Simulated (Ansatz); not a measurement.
# Ni5Pt7Au8: the cost of one run

All numbers below are computed with Ansatz 0.2.0 (DFT PBE, scalar-relativistic, plane waves, PAW).

**1. Starting point**

The cell holds 20 atoms (Au8Ni5Pt7): a = 6.727 Å, b = 6.822 Å, c = 6.859 Å, α = 89.53°, β = 94.33°, γ = 89.49°.

8 Au, 7 Pt, 5 Ni were thrown into a skewed cell at random, at 1.00 times a reference volume of the solid, and pushed apart as soft spheres.

Its coordinates follow in the input file.

**2. Langevin stage at 2440 K**

The cutoff is lowered while the worst contacts of the packing are taken out. One k point, a Fermi-Dirac width of 0.210 eV and a fixed cell.

input.yaml

```yaml
crystal:
  lattice:
    - [6.722471, 0.030737, -0.256514]
    - [0.030737, 6.822174, 0.028808]
    - [-0.256514, 0.028808, 6.853655]
  atoms:
    - { symbol: Au, position: [0.2213165149, 0.6361948211, 0.4854760476] }
    - { symbol: Au, position: [0.8587693998, 0.6195374565, 0.2847650619] }
    - { symbol: Au, position: [0.2720532985, 0.0854970169, 0.0328130941] }
    - { symbol: Au, position: [0.5554653723, 0.8834529902, 0.2542891502] }
    - { symbol: Au, position: [0.8425764016, 0.827141938, 0.945030724] }
    - { symbol: Au, position: [0.0381542161, 0.2877226078, 0.4317140472] }
    - { symbol: Au, position: [0.8783593606, 0.9013170929, 0.5597035704] }
    - { symbol: Au, position: [0.4330487628, 0.760248101, 0.8729770569] }
    - { symbol: Pt, position: [0.6958671303, 0.4626745459, 0.9498068015] }
    - { symbol: Pt, position: [0.3149961757, 0.3925024881, 0.7911226153] }
    - { symbol: Pt, position: [0.4235880355, 0.4564275725, 0.2125936203] }
    - { symbol: Pt, position: [0.6134868164, 0.5922829743, 0.57657815] }
    - { symbol: Pt, position: [0.3183843488, 0.013994312, 0.5302897237] }
    - { symbol: Pt, position: [0.5932361923, 0.1102952426, 0.8191051424] }
    - { symbol: Pt, position: [0.6467653488, 0.2176574754, 0.4523990577] }
    - { symbol: Ni, position: [0.9654704331, 0.1932346357, 0.7870945121] }
    - { symbol: Ni, position: [0.0644583203, 0.3999610774, 0.0695594567] }
    - { symbol: Ni, position: [0.9710888229, 0.553608532, 0.7309344398] }
    - { symbol: Ni, position: [0.8196352625, 0.1474854624, 0.1384945965] }
    - { symbol: Ni, position: [0.1747431226, 0.7383452534, 0.1275673638] }
  symmetry: { detect: false }
basis:
  ecutwfc: 320
  xc_grid: 1
kpoints:
  mp_grid: { grid: [1, 1, 1], shift: [0.25, 0.25, 0.25] }
hamiltonian:
  xc: pbe
scf:
  occupations: { method: fermi_dirac, width: 0.2103 }
  lower_state_search: "off"
  convergence: { dr2_threshold: 1.0e-05 }
output:
  forces: true
  stress: true
md:
  timestep: 3.0
  n_steps: 24
  ensemble: nvt_langevin
  friction: 0.03
  temperature: 2440.0
  initial_velocities: maxwell_boltzmann
  seed: 52414
```

On the command line:

```
> ansatz run input.yaml --threads 2 --pin off --max-ram 5120MiB --backend cpu --events-out ev --progress --plain --runs-dir out
```

**Question.** How long does this run take on 2 threads of Arm Neoverse V1, shared host, and how much memory does it need?

About 97 s, with a peak of 0.57 GiB.
